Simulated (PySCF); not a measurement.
# C₃H₈N₂OSi: runs on many settings, part 1 of 2

Aim: see how C₃H₈N₂OSi (`CCO[Si@H](N)C#N`) answers to the choice of functional, basis, grid and SCF options.

The runs use PySCF 2.14.0, with density-fitted response routines of our own; the level of theory stands in each step. All values are computed, except where a source is named. Atoms count from 0, in the outputs and in this text.

### Step 1. The molecule as given

15 atoms, charge 0, multiplicity 1; geometry from: GFN2-xTB.

Bonds of the start (Å): C0–C1 1.52, C1–O2 1.40, O2–Si3 1.61, Si3–N4 1.72, Si3–C5 1.87, C5–N6 1.14, C0–H7 1.09, C0–H8 1.09, C0–H9 1.09, C1–H10 1.10, C1–H11 1.10, Si3–H12 1.46, N4–H13 1.01, N4–H14 1.01.

### Step 2. Shielding tensors: PBE0/pcSseg-1

What the job is given:

```
{"job": {"kind": "nmr", "xc": "PBE0", "basis": "pcSseg-1"}, "charge": 0, "multiplicity": 1}
C      2.344658     0.384201    -0.851684
C      1.251168    -0.438596    -0.189225
O      0.154191     0.386324     0.090029
Si    -1.230757     0.054641     0.845586
N     -2.065989    -1.249732     0.092801
C     -2.064770     1.724715     0.695269
N     -2.648411     2.707762     0.634064
H      3.187323    -0.252740    -1.105877
H      2.679280     1.167621    -0.176927
H      1.962182     0.848773    -1.756813
H      1.620291    -0.883349     0.742473
H      0.933046    -1.253969    -0.849686
H     -1.106481    -0.307621     2.255205
H     -2.073046    -1.319492    -0.913154
H     -2.947098    -1.560547     0.466027
```

Method: GIAO PBE0/pcSseg-1 NMR shielding, non-relativistic, gas phase.

Run with:

```console
OMP_NUM_THREADS=1 python probes_run.py task.json out
```

The driver reads the jobs from task.json and runs them one after another.

Standard output:

```text
coarse grid: 13056 points
cycle   1  E = -592.7227495885  dE =  7.705e-01  |g| = 7.925e-01  |ddm| = 3.443e+00
cycle   2  E = -592.5309567688  dE =  1.918e-01  |g| = 1.268e+00  |ddm| = 1.506e+00
cycle   3  E = -592.8374448668  dE = -3.065e-01  |g| = 2.156e-01  |ddm| = 1.009e+00
cycle   4  E = -592.8457547636  dE = -8.310e-03  |g| = 8.901e-02  |ddm| = 1.524e-01
cycle   5  E = -592.8473072765  dE = -1.553e-03  |g| = 2.607e-02  |ddm| = 6.344e-02
cycle   6  E = -592.8474385841  dE = -1.313e-04  |g| = 6.054e-03  |ddm| = 2.043e-02
cycle   7  E = -592.8474456785  dE = -7.094e-06  |g| = 1.715e-03  |ddm| = 5.479e-03
final grid: 121720 points
cycle   8  E = -592.8951244439  dE = -1.586e-05  |g| = 1.240e-02  |ddm| = 1.989e-02
cycle   9  E = -592.8950865034  dE =  3.794e-05  |g| = 1.894e-02  |ddm| = 1.904e-02
cycle  10  E = -592.8951524397  dE = -6.594e-05  |g| = 2.359e-03  |ddm| = 1.227e-02
cycle  11  E = -592.8951536189  dE = -1.179e-06  |g| = 6.173e-04  |ddm| = 1.609e-03
cycle  12  E = -592.8951536932  dE = -7.432e-08  |g| = 1.734e-04  |ddm| = 4.635e-04
cycle  13  E = -592.8951536994  dE = -6.117e-09  |g| = 4.142e-05  |ddm| = 1.420e-04
cycle  14  E = -592.8951536997  dE = -3.527e-10  |g| = 1.231e-05  |ddm| = 4.081e-05
converged SCF energy = -592.8951536997

GIAO shielding tensors (ppm)
atom      isotropic    diamagn.    paramagn.     s11        s22        s33       span
  0 C      166.597     246.800     -80.203    148.893    165.266    185.634     36.740
  1 C      124.435     243.586    -119.151     95.681    110.677    166.948     71.268
  2 O      288.806     400.101    -111.296    261.533    286.502    318.382     56.849
  3 Si     406.415     880.561    -474.146    358.309    405.347    455.590     97.281
  4 N      240.748     318.722     -77.973    210.470    251.601    260.173     49.703
  5 C       60.030     263.205    -203.176    -56.234    -52.432    288.754    344.988
  6 N      -78.984     338.454    -417.438   -272.919   -262.809    298.776    571.695
  7 H       30.707      27.727       2.980     26.776     27.639     37.707     10.931
  8 H       30.092      29.223       0.869     26.431     28.393     35.453      9.022
  9 H       30.126      29.855       0.270     26.424     28.693     35.259      8.834
 10 H       27.697      30.283      -2.586     22.560     27.872     32.659     10.099
 11 H       27.614      31.384      -3.770     21.612     28.862     32.368     10.756
 12 H       26.905      29.018      -2.113     23.836     24.610     32.270      8.434
 13 H       30.733      32.396      -1.663     24.094     27.354     40.752     16.658
 14 H       30.967      28.604       2.363     24.504     26.158     42.240     17.736
```

Run time: 53 s. Hardware: 1 thread of Intel Xeon at 2.50GHz, shared host; peak memory 0.74 GiB.

The references, computed at this level on geometries of the same kind, shield at (ppm): ¹H TMS 31.72, ¹³C TMS 186.9, ²⁹Si TMS 349.2, ¹⁵N NH3 267.7, ¹⁷O H2O 336.1. Their shielding less the atom's gives the shift. The references are single molecules in the gas phase, so shifts against H2O, NH3, PH3, H3PO4 or CFCl3 are not on the usual liquid scales and can be off by tens of ppm. Atoms listed in one row are averaged.

```csv
atoms,environment,σ (ppm),δ (ppm),δ scaled to CDCl3
C5,nitrile carbon,60.0,126.9,121.9
C1,sp3 CH2 bonded to O,124.4,62.5,59.1
C0,methyl carbon,166.6,20.3,17.9
H12,"hydrogen on a silicon bonded to C, N, O",26.91,4.81,–
H11,hydrogen on an sp3 CH2 bonded to O,27.61,4.10,3.97
H10,hydrogen on an sp3 CH2 bonded to O,27.70,4.02,3.90
"H7, H8, H9",hydrogen on a methyl carbon,30.31,1.41,1.43
"H13, H14",hydrogen on a nitrogen bonded to Si,30.85,0.87,–
O2,"oxygen bonded to C, Si",288.8,47.3,–
Si3,"silicon bonded to C, N, O, H",406.4,-57.3,–
N6,nitrile nitrogen,-79.0,346.7,–
N4,"nitrogen bonded to Si, 2 H",240.7,27.0,–
```

The scaled column applies a straight-line fit of computed shieldings to shifts measured in CDCl3 (root-mean-square error 0.16 ppm for H, 1.9 ppm for C).

Charges from the same density, by scheme (e):

```csv
atoms,Mulliken,IAO,Hirshfeld,ESP fit
C0,-0.28,-0.42,-0.12,-0.48
C1,0.03,-0.04,0.02,0.37
O2,-0.63,-0.64,-0.21,-0.49
Si3,1.06,1.25,0.48,0.86
N4,-0.63,-0.85,-0.31,-1.10
C5,-0.19,-0.19,-0.04,0.09
N6,-0.22,-0.20,-0.21,-0.37
```

Mayer bond orders: C0–C1 1.06, C1–O2 0.86, O2–Si3 1.04, Si3–N4 1.06, Si3–C5 0.78, C5–N6 2.94.

### Step 3. TDDFT and polarisability: PBE0/def2-SVPD

Settings changed since step 2:

```diff
@@ -1,2 +1,2 @@
-{"job": {"kind": "nmr", "xc": "PBE0", "basis": "pcSseg-1"}, "charge": 0, "multiplicity": 1}
+{"job": {"kind": "uv", "xc": "PBE0", "basis": "def2-SVPD", "nstates": 6, "ntriplets": 2}, "charge": 0, "multiplicity": 1}
 C      2.344658     0.384201    -0.851684
```

With the program's defaults for keys left out, this is: TDDFT PBE0/def2-SVPD, vertical, gas phase, core orbitals frozen in the response.

Standard output:

```text
coarse grid: 13056 points
cycle   1  E = -592.4448853806  dE =  7.179e-01  |g| = 7.509e-01  |ddm| = 5.184e+00
cycle   2  E = -592.2510265066  dE =  1.939e-01  |g| = 1.231e+00  |ddm| = 2.430e+00
cycle   3  E = -592.5543123004  dE = -3.033e-01  |g| = 2.019e-01  |ddm| = 1.433e+00
cycle   4  E = -592.5616321335  dE = -7.320e-03  |g| = 8.785e-02  |ddm| = 2.441e-01
cycle   5  E = -592.5631877029  dE = -1.556e-03  |g| = 2.589e-02  |ddm| = 1.036e-01
cycle   6  E = -592.5633284455  dE = -1.407e-04  |g| = 5.885e-03  |ddm| = 3.346e-02
cycle   7  E = -592.5633355249  dE = -7.079e-06  |g| = 1.650e-03  |ddm| = 7.720e-03
final grid: 121720 points
cycle   8  E = -592.6404585922  dE = -1.632e-05  |g| = 1.156e-02  |ddm| = 8.262e-02
cycle   9  E = -592.6404219476  dE =  3.664e-05  |g| = 1.789e-02  |ddm| = 2.919e-02
cycle  10  E = -592.6404847070  dE = -6.276e-05  |g| = 2.266e-03  |ddm| = 1.782e-02
cycle  11  E = -592.6404858353  dE = -1.128e-06  |g| = 5.623e-04  |ddm| = 2.365e-03
cycle  12  E = -592.6404859012  dE = -6.589e-08  |g| = 1.548e-04  |ddm| = 7.375e-04
cycle  13  E = -592.6404859063  dE = -5.031e-09  |g| = 3.931e-05  |ddm| = 2.114e-04
cycle  14  E = -592.6404859066  dE = -3.515e-10  |g| = 1.273e-05  |ddm| = 6.884e-05
converged SCF energy = -592.6404859066

Static polarisability (au): isotropic 75.583, principal 63.754 75.185 87.811

Singlet excitations
state   eV       nm        f      main configurations
  1   6.6505    186.4   0.01191   H->L+1 0.97
  2   6.6857    185.4   0.05183   H->L 0.95
  3   7.1481    173.5   0.00379   H-1->L 0.63, H-1->L+1 0.34
  4   7.2671    170.6   0.00079   H-3->L 0.50, H-4->L+1 0.23
  5   7.3402    168.9   0.02400   H-1->L+1 0.61, H-1->L 0.33
  6   7.5371    164.5   0.00593   H-4->L+1 0.19, H-3->L 0.18, H-2->L 0.14

Triplet excitations (Tamm-Dancoff, eV): 5.8876 6.2074
```

Run time: 73 s. Hardware: 1 thread of Intel Xeon at 2.50GHz, shared host; peak memory 0.81 GiB.

The orbitals next to the gap, with their largest atomic shares:

```csv
orbital,eV,atoms
HOMO−3,-9.74,"N6 46 %, C5 38 %, Si3 6 %"
HOMO−2,-9.27,"O2 45 %, C1 15 %, C0 12 %"
HOMO−1,-8.75,"O2 48 %, C1 17 %, H10 8 %"
HOMO,-8.32,"N4 67 %, Si3 9 %, H13 6 %"
LUMO,-0.33,"C5 24 %, Si3 22 %, N6 22 %"
LUMO+1,-0.27,"Si3 25 %, C5 23 %, N6 23 %"
LUMO+2,0.55,"Si3 19 %, C5 12 %, C1 11 %"
```

With each of the 6 states as a Gaussian band of 0.4 eV half-width at 1/e, the curve within the window shown has maxima at 185 nm (ε 2,700) L/(mol cm). Beyond the last state computed it falls off for lack of states. The curve at chosen wavelengths:

(nm, ε (L/mol/cm)): (158, 357), (160, 573), (162, 824), (164, 1074), (165, 1187), (167, 1371), (169, 1497), (171, 1589), (173, 1687), (175, 1830), (176, 1924), (178, 2148), (180, 2389), (182, 2588), (184, 2692), (186, 2664), (187, 2598), (189, 2373), (191, 2056), (193, 1692), (195, 1326), (197, 992), (198, 843), (200, 591), (202, 398), (204, 258)

Ground-state properties from the same run:

```csv
property,computed
dipole moment (D),4.66
polarisability (Å³),11.20
HOMO–LUMO gap (eV),7.98
−ε(HOMO) (eV),8.32
```

### Step 4. Shielding tensors: B97-D/STO-3G in methanol

Settings changed since step 3:

```diff
@@ -1,2 +1,2 @@
-{"job": {"kind": "uv", "xc": "PBE0", "basis": "def2-SVPD", "nstates": 6, "ntriplets": 2}, "charge": 0, "multiplicity": 1}
+{"job": {"kind": "nmr", "xc": "B97-D", "basis": "STO-3G", "solvent": "methanol", "pop": true, "scf": {"damp": 0.2}}, "charge": 0, "multiplicity": 1}
 C      2.344658     0.384201    -0.851684
```

With the program's defaults for keys left out, this is: GIAO B97-D/STO-3G NMR shielding, non-relativistic, IEF-PCM methanol.

Standard output:

```text
damping 0.20 in the first 6 cycles
final grid: 121720 points
cycle   1  E = -585.7740101283  dE =  8.837e-01  |g| = 7.647e-01  |ddm| = 5.002e+00
cycle   2  E = -585.6851704350  dE =  8.884e-02  |g| = 9.923e-01  |ddm| = 2.259e+00
cycle   3  E = -585.3345862031  dE =  3.506e-01  |g| = 1.378e+00  |ddm| = 2.755e+00
cycle   4  E = -584.3944738111  dE =  9.401e-01  |g| = 2.080e+00  |ddm| = 4.208e+00
cycle   5  E = -584.1117011697  dE =  2.828e-01  |g| = 1.991e+00  |ddm| = 5.192e+00
cycle   6  E = -579.6073470512  dE =  4.504e+00  |g| = 3.017e+00  |ddm| = 8.084e+00
cycle   7  E = -579.6247112123  dE = -1.736e-02  |g| = 2.677e+00  |ddm| = 9.877e+00
cycle   8  E = -578.9579626448  dE =  6.667e-01  |g| = 2.833e+00  |ddm| = 7.572e+00
cycle   9  E = -585.8962089720  dE = -6.938e+00  |g| = 4.591e-01  |ddm| = 5.144e+00
cycle  10  E = -585.9412238366  dE = -4.501e-02  |g| = 2.957e-01  |ddm| = 1.065e+00
cycle  11  E = -585.9661872220  dE = -2.496e-02  |g| = 5.762e-02  |ddm| = 4.235e-01
cycle  12  E = -585.9670297373  dE = -8.425e-04  |g| = 2.394e-02  |ddm| = 8.764e-02
cycle  13  E = -585.9671289718  dE = -9.923e-05  |g| = 1.540e-02  |ddm| = 2.586e-02
cycle  14  E = -585.9671611123  dE = -3.214e-05  |g| = 1.151e-02  |ddm| = 1.549e-02
cycle  15  E = -585.9671972848  dE = -3.617e-05  |g| = 1.212e-03  |ddm| = 1.269e-02
cycle  16  E = -585.9671978159  dE = -5.311e-07  |g| = 2.870e-04  |ddm| = 2.354e-03
cycle  17  E = -585.9671978299  dE = -1.403e-08  |g| = 2.221e-04  |ddm| = 7.923e-04
cycle  18  E = -585.9671978459  dE = -1.602e-08  |g| = 1.800e-05  |ddm| = 3.212e-04
cycle  19  E = -585.9671978461  dE = -1.446e-10  |g| = 2.273e-06  |ddm| = 4.192e-05
converged SCF energy = -585.9671978461

GIAO shielding tensors (ppm)
atom      isotropic    diamagn.    paramagn.     s11        s22        s33       span
  0 C      212.012     243.948     -31.936    204.744    206.548    224.745     20.001
  1 C      176.061     246.755     -70.693    146.128    165.825    216.231     70.103
  2 O      410.481     382.535      27.946    311.586    441.456    478.401    166.815
  3 Si     560.095     867.060    -306.965    498.255    548.031    634.000    135.745
  4 N      317.009     312.889       4.120    290.119    298.656    362.253     72.134
  5 C      139.322     266.761    -127.439     65.402     66.644    285.920    220.518
  6 N       58.986     322.505    -263.519    -71.115    -68.881    316.953    388.067
  7 H       32.034      28.963       3.071     27.073     28.643     40.386     13.313
  8 H       31.832      30.181       1.652     26.861     29.716     38.921     12.060
  9 H       31.829      30.656       1.173     26.803     30.069     38.613     11.810
 10 H       30.866      31.940      -1.073     25.593     30.154     36.852     11.259
 11 H       30.752      32.696      -1.944     24.824     31.110     36.321     11.497
 12 H       29.800      31.464      -1.664     25.937     26.490     36.972     11.035
 13 H       33.347      31.353       1.995     24.369     30.985     44.688     20.319
 14 H       33.330      29.988       3.342     24.655     29.347     45.988     21.333
```

Run time: 19 s. Hardware: 1 thread of Intel Xeon at 2.50GHz, shared host; peak memory 0.56 GiB.

This run: σ C5 139.3, C1 176.1, C0 212.0, O2 410.5, H12 29.80, H11 30.75 ppm.

(Continued in part 2 of 2.)
